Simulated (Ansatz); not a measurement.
**CH₄BBrSi: how energies converge with the basis set**

An exercise on one series of results from a longer session: the logs are not shown, and one member is left open.

Computed with Ansatz 0.2.0, Gaussian basis. Level: one geometry, several basis sets.

The runs, in order: PBE0-D4/def2-SVP; ωB97M-V/def2-SVP; PBE0-D4/def2-QZVPP; ωB97M-V/def2-QZVPP; the functionals' def2-TZVPP values are taken from earlier runs.

### The relaxed structure

The geometry comes from an earlier relaxation with PBE0-D4 in a triple-zeta def2 set; it is a stationary point, not always the lowest conformer.

8 atoms, charge 0, spin multiplicity 1.

Atoms are counted from 1 here; the program's logs count them from 0.

Bond lengths: Br1–C2 1.913 Å, C2–B3 1.472 Å, C2–Si4 2.075 Å, C2–H5 1.089 Å, B3–Si4 1.907 Å, B3–H6 1.185 Å, Si4–H7 1.486 Å, Si4–H8 1.479 Å. Angles: Br1–C2–B3 125.0°, Br1–C2–Si4 141.0°, Br1–C2–H5 108.2°, B3–C2–Si4 62.3°, B3–C2–H5 124.8°, Si4–C2–H5 86.5°, C2–B3–Si4 74.5°, C2–B3–H6 132.4°, Si4–B3–H6 134.9°, C2–Si4–B3 43.1°, C2–Si4–H7 127.4°, C2–Si4–H8 100.0°, B3–Si4–H7 121.8°, B3–Si4–H8 127.3°, H7–Si4–H8 110.5°.

Set-up of the first run:

Contents of in.yaml:

```yaml
crystal:
  periodic: [false, false, false]
  atoms:
    - {symbol: Br, position_ang: [-2.210322, 1.174346, -0.816573]}
    - {symbol: C, position_ang: [-0.900978, 0.023713, -0.028594]}
    - {symbol: B, position_ang: [-0.033852, 0.384170, 1.105216]}
    - {symbol: Si, position_ang: [1.112306, -0.457760, -0.164862]}
    - {symbol: H, position_ang: [-1.097726, -0.994397, -0.362198]}
    - {symbol: H, position_ang: [0.035760, 1.356045, 1.779845]}
    - {symbol: H, position_ang: [2.174495, 0.295105, -0.881418]}
    - {symbol: H, position_ang: [1.012318, -1.838322, -0.687215]}
basis:
  gaussian: {orbitals: def2-SVP}
hamiltonian: {xc: pbe0, dispersion: d4}
output: {orbitals: {seedname: orbitals}}
```

Started as:

```
ansatz run in.yaml --threads 2 --pin off --events-out ev --progress --plain --max-ram 4352MiB
```

Steps of the session up to this table: PBE0-D4 in def2-SVP; ωB97M-V in def2-SVP; PBE0-D4 in def2-QZVPP; ωB97M-V in def2-QZVPP.

One table of the session follows, with a row left open; its other results are not shown here.

It belongs to the step «Functionals by basis». 

```
functional       basis  HOMO (eV)  LUMO (eV)
   PBE0-D4    def2-SVP      -7.01      -1.92
   PBE0-D4  def2-TZVPP          ?          ?
   PBE0-D4  def2-QZVPP      -7.08      -2.04
   ωB97M-V    def2-SVP      -9.00       0.12
   ωB97M-V  def2-TZVPP      -9.09      -0.09
   ωB97M-V  def2-QZVPP      -9.10      -0.15
```

Estimate the missing values for PBE0-D4, def2-TZVPP.

**Answer.** HOMO (eV): -7.07; LUMO (eV): -2.02. In the column «HOMO (eV)» it lies between PBE0-D4, def2-QZVPP (-7.08) and PBE0-D4, def2-SVP (-7.01).
